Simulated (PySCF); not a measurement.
# [Hg(H2O)2]2+: other functionals and bases at one geometry

The task here is to estimate one member of a computed series from the others.

Computed with PySCF 2.14.0. Level: several levels, as the steps say, no spin–orbit coupling.

2 further runs of the same task are left out: 2 for a known fault of the program.

### The starting structure

7 atoms, charge 2, spin multiplicity 1.

Bond lengths: Hg1–O2 2.062 Å, Hg1–O5 2.062 Å, O2–H3 0.984 Å, O2–H4 0.984 Å, O5–H6 0.984 Å, O5–H7 0.984 Å. Angles: O2–Hg1–O5 180.0°, Hg1–O2–H3 124.6°, Hg1–O2–H4 124.6°, H3–O2–H4 110.8°, Hg1–O5–H6 124.6°, Hg1–O5–H7 124.6°, H6–O5–H7 110.8°.

Geometry (Å):

```xyz
7

Hg    0.00000    0.00000    0.00000
O     0.00000    0.00000    2.06182
H     0.57263    0.57263    2.62050
H    -0.57263   -0.57263    2.62050
O     0.00000    0.00000   -2.06182
H     0.57263   -0.57263   -2.62050
H    -0.57263    0.57263   -2.62050
```

Formal oxidation states: Hg +2. An earlier session relaxed this geometry at B3LYP, Hg def2-SVP with ECP60, O def2-SVP, H def2-SVP (singlet, point group D2d).

At B3LYP on the finer grid: E = -305.517882 Eh, HOMO -21.48 eV, LUMO -14.78 eV, Mulliken charge on Hg1 +1.21 e, largest force component 0.006 eV/Å. 

Levels to run: BLYP; r2SCAN; HF; wB97X; B3LYP, TZVP; B3LYP, x2c-SVP. Hardware: 2 threads of Arm Neoverse V1, shared host.

The first run:

Input file run.py (the lines that set the calculation):

```python
mol = gto.M(atom='''
Hg     0.00000     0.00000     0.00000
O      0.00000     0.00000     2.06182
H      0.57263     0.57263     2.62050
H     -0.57263    -0.57263     2.62050
O      0.00000     0.00000    -2.06182
H      0.57263    -0.57263    -2.62050
H     -0.57263     0.57263    -2.62050''',
    basis={'Hg': 'def2-SVP', 'O': 'def2-SVP', 'H': 'def2-SVP'},
    ecp={'Hg': 'def2-SVP'},
    charge=2, spin=0)
mf = dft.RKS(mol, xc='BLYP')
mf.grids.atom_grid = (75, 302)
mf = mf.density_fit()  # fitting sets: Hg def2-universal-JKFIT, O def2-universal-JKFIT, H def2-universal-JKFIT
mf.conv_tol = 1e-08; mf.max_cycle = 55
mf.kernel(dm0)  # dm0: the density of the relaxed state
```

Started as:

```bash
> OMP_NUM_THREADS=2 python run.py
```

Steps of the session up to this table: BLYP; r2SCAN; HF; wB97X; B3LYP, TZVP; B3LYP, x2c-SVP.

One table of the session follows, with a row left open; its other results are not shown here.

| level | HOMO (eV) | gap (eV) | charge on Hg1 (e) | largest force component (eV/Å) |
| --- | --- | --- | --- | --- |
| B3LYP (relaxed here) | -21.48 | 6.70 | 1.21 | 0.01 |
| BLYP | -19.80 | 4.29 | 1.13 | 0.27 |
| r2SCAN | -20.36 | 5.00 | 1.23 | 0.18 |
| HF | -26.49 | 16.27 | 1.48 | 1.34 |
| wB97X | -24.33 | 12.31 | 1.26 | 0.14 |
| B3LYP, TZVP | -21.55 | 6.74 | 1.32 | 0.25 |
| B3LYP, x2c-SVP | ? | ? | ? | ? |

Estimate the missing values for B3LYP, x2c-SVP.

The run gave: HOMO (eV): -21.53; gap (eV): 6.60; charge on Hg1 (e): 1.13; largest force component (eV/Å): 0.07. In the column «HOMO (eV)» it lies between B3LYP, TZVP (-21.55) and B3LYP (relaxed here) (-21.48).

In one basis the HOMO–LUMO gap runs from 4.29 eV (BLYP) to 16.27 eV (HF). The largest leftover force, 1.34 eV/Å with HF, stands at a geometry relaxed at another level. Total energies of different levels can't be compared.
